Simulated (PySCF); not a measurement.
# C3H6O2Si: electronic excitations and core binding energies

Wanted: the electronic excitations and core binding energies of C3H6O2Si (`C=C1CO[Si@H]1O`), by calculation.

The runs use PySCF 2.14.0, with density-fitted response routines of our own; the level of theory stands in each step. All values are computed, except where a source is named. Atoms are numbered from 0 throughout.

### 1 Starting geometry

12 atoms, charge 0, multiplicity 1; geometry from: GFN2-xTB.

Bonds of the start (Å): C0–C1 1.32, C1–C2 1.51, C2–O3 1.43, O3–Si4 1.67, Si4–O5 1.62, Si4–C1 1.89, C0–H6 1.08, C0–H7 1.08, C2–H8 1.09, C2–H9 1.09, Si4–H10 1.45, O5–H11 0.96.

### 2 Ultraviolet spectrum: CAM-B3LYP/def2-SVPD

What the job is given:

```
{"job": {"kind": "uv", "xc": "CAM-B3LYP", "basis": "def2-SVPD", "nstates": 8, "ntriplets": 3}, "charge": 0, "multiplicity": 1}
C     -1.396962     0.385972    -1.287488
C     -0.552115     0.164875    -0.299945
C     -0.729372    -0.629359     0.966859
O      0.610163    -0.542129     1.466385
Si     1.203309     0.511125     0.321165
O      2.562228     0.032722    -0.414287
H     -1.117078     0.975545    -2.144402
H     -2.401653    -0.011830    -1.285150
H     -1.420627    -0.170072     1.677210
H     -1.000489    -1.677483     0.823147
H      1.527584     1.843819     0.784972
H      2.716209    -0.883870    -0.634494
```

Level: TDDFT CAM-B3LYP/def2-SVPD, vertical, gas phase, core orbitals frozen in the response.

The run is started by

```bash
> OMP_NUM_THREADS=1 python probes_run.py task.json out
```

This one command runs all jobs of the session in turn.

The program printed:

```text
coarse grid: 10776 points
cycle   1  E = -557.2610314346  dE =  1.019e+00  |g| = 9.042e-01  |ddm| = 5.234e+00
cycle   2  E = -557.1555427474  dE =  1.055e-01  |g| = 1.205e+00  |ddm| = 2.236e+00
cycle   3  E = -557.4186252527  dE = -2.631e-01  |g| = 7.800e-02  |ddm| = 1.202e+00
cycle   4  E = -557.4197251702  dE = -1.100e-03  |g| = 3.932e-02  |ddm| = 1.781e-01
cycle   5  E = -557.4200654827  dE = -3.403e-04  |g| = 1.101e-02  |ddm| = 6.822e-02
cycle   6  E = -557.4200863852  dE = -2.090e-05  |g| = 3.406e-03  |ddm| = 1.587e-02
cycle   7  E = -557.4200889227  dE = -2.538e-06  |g| = 5.190e-04  |ddm| = 5.511e-03
final grid: 100200 points
cycle   8  E = -557.5172077128  dE = -2.387e-05  |g| = 2.716e-03  |ddm| = 6.196e-02
cycle   9  E = -557.5172078478  dE = -1.351e-07  |g| = 2.852e-03  |ddm| = 1.012e-02
cycle  10  E = -557.5172096122  dE = -1.764e-06  |g| = 4.562e-04  |ddm| = 3.719e-03
cycle  11  E = -557.5172096505  dE = -3.829e-08  |g| = 1.391e-04  |ddm| = 6.725e-04
cycle  12  E = -557.5172096551  dE = -4.586e-09  |g| = 3.191e-05  |ddm| = 2.950e-04
cycle  13  E = -557.5172096553  dE = -2.328e-10  |g| = 1.220e-05  |ddm| = 6.280e-05
converged SCF energy = -557.5172096553

Static polarisability (au): isotropic 64.925, principal 52.702 63.214 78.860

Singlet excitations
state   eV       nm        f      main configurations
  1   6.0441    205.1   0.00294   H-1->L 0.72, H->L 0.12
  2   6.7086    184.8   0.18921   H->L 0.74, H-2->L 0.14
  3   7.1351    173.8   0.05851   H->L+2 0.33, H-2->L 0.28, H->L+1 0.12
  4   7.2027    172.1   0.11805   H-2->L 0.26, H->L+2 0.23, H->L+1 0.22
  5   7.4169    167.2   0.03475   H-1->L+2 0.28, H-3->L 0.22, H->L+3 0.18
  6   7.4871    165.6   0.05220   H-3->L 0.48, H-2->L 0.11, H->L+3 0.09
  7   7.6115    162.9   0.00448   H-1->L+1 0.27, H->L+2 0.17, H->L+1 0.15
  8   7.7935    159.1   0.00729   H-1->L+2 0.33, H-1->L+1 0.26, H->L+3 0.24

Triplet excitations (Tamm-Dancoff, eV): 4.1252 5.4817 6.6344
```

It took 31 s on 1 thread of Arm Neoverse V1, shared host; peak memory 0.75 GiB.

Frontier orbitals and where they lie:

| orbital | eV | atoms |
| --- | --- | --- |
| HOMO−3 | -10.65 | O3 59 %, C1 12 %, C2 10 % |
| HOMO−2 | -10.02 | O3 48 %, C1 12 %, C2 12 % |
| HOMO−1 | -9.54 | C1 29 %, Si4 14 %, C0 13 % |
| HOMO | -9.13 | C0 28 %, C1 27 %, C2 11 % |
| LUMO | 0.38 | C0 26 %, C1 24 %, Si4 14 % |
| LUMO+1 | 1.05 | Si4 24 %, O5 23 %, H11 13 % |
| LUMO+2 | 1.41 | Si4 18 %, O5 16 %, O3 16 % |

With each of the 8 states as a Gaussian band of 0.4 eV half-width at 1/e, the curve within the window shown has maxima at 175 nm (ε 11,000) L/(mol cm). Beyond the last state computed it falls off for lack of states. The curve at chosen wavelengths:

```csv
nm,ε (L/mol/cm)
153,545
156,1408
159,2966
162,5179
165,7637
168,9717
171,10966
174,11386
177,11290
180,10903
183,10174
186,8952
189,7266
191,6008
194,4180
197,2665
200,1579
203,890
206,493
209,278
212,164
215,101
218,63
221,40
224,24
227,14
```

Further results of this job:

| property | computed |
| --- | --- |
| dipole moment (D) | 1.92 |
| polarisability (Å³) | 9.62 |
| HOMO–LUMO gap (eV) | 9.51 |
| −ε(HOMO) (eV) | 9.13 |

### 3 X-ray photoelectron lines: SCAN, X2C

The job, as its differences from that of step 2:

```diff
@@ -1,2 +1,2 @@
-{"job": {"kind": "uv", "xc": "CAM-B3LYP", "basis": "def2-SVPD", "nstates": 8, "ntriplets": 3}, "charge": 0, "multiplicity": 1}
+{"job": {"kind": "xps"}, "charge": 0, "multiplicity": 1}
 C     -1.396962     0.385972    -1.287488
```

With the program's defaults for keys left out, this is: delta-SCF UKS SCAN, pcX-2 on the ionised atom, pcseg-1 elsewhere, spin-free X2C.

The program printed:

```text
ground state, core basis on atom 0 (C), 149 functions
  cycle   1  E = -558.25300747  |g| = 9.25e-01
  cycle   2  E = -557.88955744  |g| = 1.64e+00
  cycle   3  E = -558.41451778  |g| = 2.01e-01
  cycle   4  E = -558.42302012  |g| = 7.04e-02
  cycle   5  E = -558.42403869  |g| = 2.66e-02
  cycle   6  E = -558.42416881  |g| = 9.39e-03
  cycle   7  E = -558.42418942  |g| = 1.60e-03
  cycle   8  E = -558.42418983  |g| = 1.03e-03
  cycle   9  E = -558.42418898  |g| = 4.03e-04
  E(ground) = -558.47021401 Eh
hole in C 1s of atom 0
  cycle   1  E = -547.17358331  |g| = 1.50e+00
  cycle   2  E = -545.13594766  |g| = 2.29e+00
  cycle   3  E = -547.31980939  |g| = 9.81e-01
  cycle   4  E = -547.69620015  |g| = 3.57e-01
  cycle   5  E = -547.73821162  |g| = 1.86e-01
  cycle   6  E = -547.75347332  |g| = 3.98e-02
  cycle   7  E = -547.75425005  |g| = 1.11e-02
  cycle   8  E = -547.75431620  |g| = 7.55e-03
  cycle   9  E = -547.75434976  |g| = 3.36e-03
  cycle  10  E = -547.75436099  |g| = 2.20e-03
  cycle  11  E = -547.75436616  |g| = 1.22e-03
  cycle  12  E = -547.75436948  |g| = 5.58e-04
  cycle  13  E = -547.75436815  |g| = 1.29e-04
  E(ion) = -547.79931593 Eh   <S^2> = 0.7887   hole on atom = 1.000   binding energy = 290.370 eV
ground state, core basis on atom 1 (C), 149 functions
  cycle   1  E = -558.42640572  |g| = 6.32e-02
  cycle   2  E = -558.42565230  |g| = 6.14e-02
  cycle   3  E = -558.42619705  |g| = 4.08e-02
  cycle   4  E = -558.42664406  |g| = 6.41e-03
  cycle   5  E = -558.42665386  |g| = 1.41e-03
  cycle   6  E = -558.42665407  |g| = 3.52e-04
  E(ground) = -558.47293494 Eh
hole in C 1s of atom 1
  cycle   1  E = -547.17969129  |g| = 1.52e+00
  cycle   2  E = -546.13442777  |g| = 2.06e+00
  cycle   3  E = -547.63823171  |g| = 5.42e-01
  cycle   4  E = -547.71605280  |g| = 3.33e-01
  cycle   5  E = -547.76350577  |g| = 7.93e-02
  cycle   6  E = -547.76576231  |g| = 2.73e-02
  cycle   7  E = -547.76612505  |g| = 1.33e-02
  cycle   8  E = -547.76626400  |g| = 6.82e-03
  cycle   9  E = -547.76631922  |g| = 4.19e-03
  cycle  10  E = -547.76636238  |g| = 3.51e-03
  cycle  11  E = -547.76638184  |g| = 2.42e-03
  cycle  12  E = -547.76639472  |g| = 8.57e-04
  cycle  13  E = -547.76639769  |g| = 3.28e-04
  E(ion) = -547.81103864 Eh   <S^2> = 0.8169   hole on atom = 1.000   binding energy = 290.125 eV
ground state, core basis on atom 2 (C), 149 functions
  cycle   1  E = -558.42668941  |g| = 5.86e-02
  cycle   2  E = -558.42646541  |g| = 3.48e-02
  cycle   3  E = -558.42630918  |g| = 4.19e-02
  cycle   4  E = -558.42678416  |g| = 5.35e-03
  cycle   5  E = -558.42678999  |g| = 7.74e-04
  cycle   6  E = -558.42679080  |g| = 1.12e-04
  E(ground) = -558.47208567 Eh
hole in C 1s of atom 2
  cycle   1  E = -547.12755899  |g| = 1.51e+00
  cycle   2  E = -545.08225782  |g| = 2.53e+00
  cycle   3  E = -547.46081455  |g| = 7.23e-01
  cycle   4  E = -547.59400493  |g| = 4.91e-01
  cycle   5  E = -547.68469337  |g| = 1.15e-01
  cycle   6  E = -547.68902511  |g| = 5.44e-02
  cycle   7  E = -547.69036876  |g| = 1.52e-02
  cycle   8  E = -547.69048385  |g| = 7.49e-03
  cycle   9  E = -547.69051636  |g| = 4.39e-03
  cycle  10  E = -547.69052967  |g| = 2.08e-03
  cycle  11  E = -547.69053523  |g| = 9.05e-04
  cycle  12  E = -547.69053500  |g| = 4.79e-04
  E(ion) = -547.73430497 Eh   <S^2> = 0.7748   hole on atom = 1.000   binding energy = 292.190 eV
ground state, core basis on atom 3 (O), 149 functions
  cycle   1  E = -558.45699507  |g| = 9.92e-02
  cycle   2  E = -558.45614242  |g| = 8.03e-02
  cycle   3  E = -558.45659247  |g| = 6.38e-02
  cycle   4  E = -558.45730921  |g| = 6.72e-03
  cycle   5  E = -558.45732040  |g| = 2.10e-03
  cycle   6  E = -558.45732241  |g| = 6.20e-04
  cycle   7  E = -558.45732266  |g| = 1.19e-04
  E(ground) = -558.49996708 Eh
hole in O 1s of atom 3
  cycle   1  E = -537.86674289  |g| = 2.23e+00
  cycle   2  E = -537.26085275  |g| = 2.29e+00
  cycle   3  E = -538.59596192  |g| = 5.20e-01
  cycle   4  E = -538.61204234  |g| = 4.19e-01
  cycle   5  E = -538.69499252  |g| = 9.27e-02
  cycle   6  E = -538.69851573  |g| = 3.73e-02
  cycle   7  E = -538.69922506  |g| = 8.03e-03
  cycle   8  E = -538.69923354  |g| = 6.62e-03
  cycle   9  E = -538.69925664  |g| = 1.22e-03
  cycle  10  E = -538.69925747  |g| = 4.48e-04
  E(ion) = -538.74209719 Eh   <S^2> = 0.7629   hole on atom = 1.000   binding energy = 537.639 eV
ground state, core basis on atom 4 (Si), 160 functions
  cycle   1  E = -558.53409895  |g| = 3.01e-01
  cycle   2  E = -558.53114088  |g| = 1.60e-01
  cycle   3  E = -558.52958656  |g| = 1.79e-01
  cycle   4  E = -558.53557493  |g| = 2.16e-02
  cycle   5  E = -558.53565386  |g| = 4.10e-03
  cycle   6  E = -558.53565776  |g| = 1.27e-03
  cycle   7  E = -558.53565702  |g| = 5.22e-04
  cycle   8  E = -558.53565898  |g| = 1.94e-04
  E(ground) = -558.53965146 Eh
hole in Si 1s of atom 4
  cycle   1  E = -489.58364679  |g| = 4.35e+00
  cycle   2  E = -489.39652145  |g| = 2.30e+00
  cycle   3  E = -489.93128088  |g| = 1.12e+00
  cycle   4  E = -490.52785337  |g| = 4.56e-01
  cycle   5  E = -490.60032366  |g| = 2.44e-01
  cycle   6  E = -490.63122151  |g| = 5.65e-02
  cycle   7  E = -490.63231031  |g| = 3.50e-02
  cycle   8  E = -490.63272127  |g| = 1.48e-02
  cycle   9  E = -490.63281459  |g| = 2.80e-03
  cycle  10  E = -490.63281818  |g| = 9.37e-04
  cycle  11  E = -490.63281908  |g| = 4.22e-04
  E(ion) = -490.64364790 Eh   <S^2> = 0.7521   hole on atom = 1.000   binding energy = 1847.544 eV
hole in Si 2p of atom 4
  cycle   1  E = -554.24880701  |g| = 1.24e+00
  cycle   2  E = -553.92853384  |g| = 1.28e+00
  cycle   3  E = -554.44155982  |g| = 4.84e-01
  cycle   4  E = -554.55312151  |g| = 1.77e-01
  cycle   5  E = -554.56490004  |g| = 8.62e-02
  cycle   6  E = -554.56870505  |g| = 2.53e-02
  cycle   7  E = -554.56899267  |g| = 1.12e-02
  cycle   8  E = -554.56902776  |g| = 5.61e-03
  cycle   9  E = -554.56904158  |g| = 6.50e-04
  cycle  10  E = -554.56904158  |g| = 4.60e-04
  E(ion) = -554.58289001 Eh   <S^2> = 0.7520   hole on atom = 1.003   binding energy = 107.669 eV
  2p3/2 = 107.498 eV   2p1/2 = 108.125 eV
ground state, core basis on atom 5 (O), 149 functions
  cycle   1  E = -558.45637992  |g| = 1.03e-01
  cycle   2  E = -558.45550648  |g| = 8.50e-02
  cycle   3  E = -558.45621667  |g| = 5.91e-02
  cycle   4  E = -558.45681928  |g| = 7.17e-03
  cycle   5  E = -558.45683165  |g| = 2.37e-03
  cycle   6  E = -558.45683328  |g| = 4.38e-04
  E(ground) = -558.49953622 Eh
hole in O 1s of atom 5
  cycle   1  E = -537.84152220  |g| = 2.22e+00
  cycle   2  E = -535.75301783  |g| = 2.57e+00
  cycle   3  E = -538.31666151  |g| = 7.81e-01
  cycle   4  E = -538.59161179  |g| = 3.32e-01
  cycle   5  E = -538.64401161  |g| = 1.42e-01
  cycle   6  E = -538.65007378  |g| = 8.60e-02
  cycle   7  E = -538.65356372  |g| = 1.55e-02
  cycle   8  E = -538.65368761  |g| = 6.18e-03
  cycle   9  E = -538.65370251  |g| = 3.68e-03
  cycle  10  E = -538.65370838  |g| = 8.55e-04
  cycle  11  E = -538.65370859  |g| = 3.13e-04
  E(ion) = -538.69713674 Eh   <S^2> = 0.7613   hole on atom = 1.000   binding energy = 538.851 eV
```

Run time: 66 s. Hardware: 1 thread of Arm Neoverse V1, shared host; peak memory 0.59 GiB.

Binding energies by hole, beside the orbital energy of the ground state; the difference holds orbital relaxation and, for a density functional, its self-interaction error:

| hole | stands for | environment | ΔSCF (eV; 2p as the shell's mean) | −ε (eV) | ⟨S²⟩ |
| --- | --- | --- | --- | --- | --- |
| C1s on C0 | C0 | terminal =CH2 carbon | 290.37 | 273.8 | 0.789 |
| C1s on C1 | C1 | fully substituted alkene carbon | 290.12 | 273.7 | 0.817 |
| C1s on C2 | C2 | allylic sp3 CH2 bonded to O | 292.19 | 275.1 | 0.775 |
| O1s on O3 | O3 | oxygen bonded to C, Si, in a 4-membered ring | 537.64 | 516.3 | 0.763 |
| Si1s on Si4 | Si4 | silicon bonded to C, 2 O, H, in a 4-membered ring | 1847.54 | 1794.1 | 0.752 |
| Si2p on Si4 | Si4 | silicon bonded to C, 2 O, H, in a 4-membered ring | 107.71 | 96.8 | 0.752 |
| O1s on O5 | O5 | oxygen bonded to Si, H | 538.85 | 517.0 | 0.761 |

With the spin-orbit splitting: Si4 2p3/2 107.50, 2p1/2 108.12 eV. The table gives each 2p level as the mean over the whole 2p shell (two parts 2p3/2, one part 2p1/2), which differs a little from the single hole in the log.

### 4 Summary of results

```
                                quantity                               value
    lowest singlet (CAM-B3LYP/def2-SVPD)         6.04 eV (205 nm), f = 0.003
brightest single state of those computed         state 2, 6.71 eV, f = 0.189
                          lowest triplet                             4.13 eV
        C1s binding energies, SCAN/pcX-2  C2 292.19, C0 290.37, C1 290.12 eV
        O1s binding energies, SCAN/pcX-2             O5 538.85, O3 537.64 eV
       Si1s binding energies, SCAN/pcX-2                      Si4 1847.54 eV
       Si2p binding energies, SCAN/pcX-2                       Si4 107.71 eV
```

**Reading.** The lowest singlet, at 6.04 eV, is HOMO−1→LUMO 0.72, HOMO→LUMO 0.12 and is weak; of the 8 states computed, the strongest absorption comes from state 2 at 6.71 eV. The lowest triplet lies 1.92 eV below the lowest singlet (triplets in Tamm-Dancoff, singlets in full TDDFT). C2 (allylic sp3 CH2 bonded to O) binds its C1s electron 2.06 eV more tightly than C1 (fully substituted alkene carbon). O5 (oxygen bonded to Si, H) binds its O1s electron 1.21 eV more tightly than O3 (oxygen bonded to C, Si, in a 4-membered ring).
